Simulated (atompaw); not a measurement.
**Pseudopotential generation for gold: PAW (atompaw), LDA (PW92)**

Aim: build the potential from the settings below, then test how well it stands in for the atom: scattering, ghost states and the plane-wave cutoff that it needs.

The numbers are computed with atompaw 4.2.0.5 (LDA (PW92), non-relativistic, spin-unpolarised reference atom).

## 1. The atom and the settings

Typed settings, in words:

| Property | Result |
| --- | --- |
| element | gold (Au, Z = 79) |
| type | PAW |
| frozen core | [Kr] 4d10 4f14 |
| valence charge | 19 |
| reference configuration | 5s2 5p6 5d8 6s0 6p0 (charge +3) |
| partial waves | 5s (bound): rc 1.65 bohr; 6s (bound, empty): rc 1.95 bohr; 5p (bound): rc 1.85 bohr; 6p (bound, empty): rc 1.95 bohr; 5d (bound): rc 1.95 bohr; 5d channel at -2.75 Ry: rc 1.95 bohr |
| local potential | troulliermartins scheme with l = 3 at 0 Ry, radius 1.65 bohr |
| core correction | smooth core density matched at 1.75 bohr |
| augmentation charge | sinc compensation charge, radius 1.60 bohr; PAW radius 1.95 bohr; waves and projectors: custom polynom vanderbiltortho |

## 2. Generating the potential

File Au.input:

```
Au 79
LDA-PW loggrid 2001 logderivrange -11 5 401
6 6 5 4 0 0
6 0 0
6 1 0
5 2 8
0 0 0
c
c
c
c
v
v
c
c
c
v
v
c
c
v
c
2
1.95 1.60 1.65 1.75
n
n
y
-2.75
n
custom polynom vanderbiltortho sinc
3 0 troulliermartins
1.65
1.95
1.85
1.95
1.95
1.95
PWSCFOUT
UPFDX 0.0125d0 UPFXMIN -7.d0 UPFZMESH 79.d0
END
```

Command:

```bash
atompaw < Au.input > Au.log
```

**Question.** What will these runs give? Wanted: cutoffs for 10 and 1 mRy, occupied levels; bound ghosts; largest phase difference near zero energy, channels read; lowest eigenvalue of the overlap; share of valence orbitals outside the PAW sphere; UPF file.

**Answer**, as computed:

| quantity | value |
| --- | --- |
| cutoffs for 10 and 1 mRy, occupied levels | 40 Ry and 70 Ry |
| bound ghosts | none found |
| largest phase difference near zero energy, channels read | 0.042 rad |
| lowest eigenvalue of the overlap (Bessel basis) | 0.623 (s) |
| share of valence orbitals outside the PAW sphere | 5s 1 %, 6s 76 %, 5p 3 %, 6p 86 %, 5d 15 % |
| UPF file | written |

What this shows: By its cutoff, 40 Ry for the looser tolerance, it is of middling hardness. It is free of bound ghosts as far as tested. Near zero energy the largest phase difference among the channels read is 0.04 rad, in the p channel. A non-relativistic atom is unphysical at this Z; the numbers test the scheme, not the element. All of this concerns the isolated atom, not yet a solid.
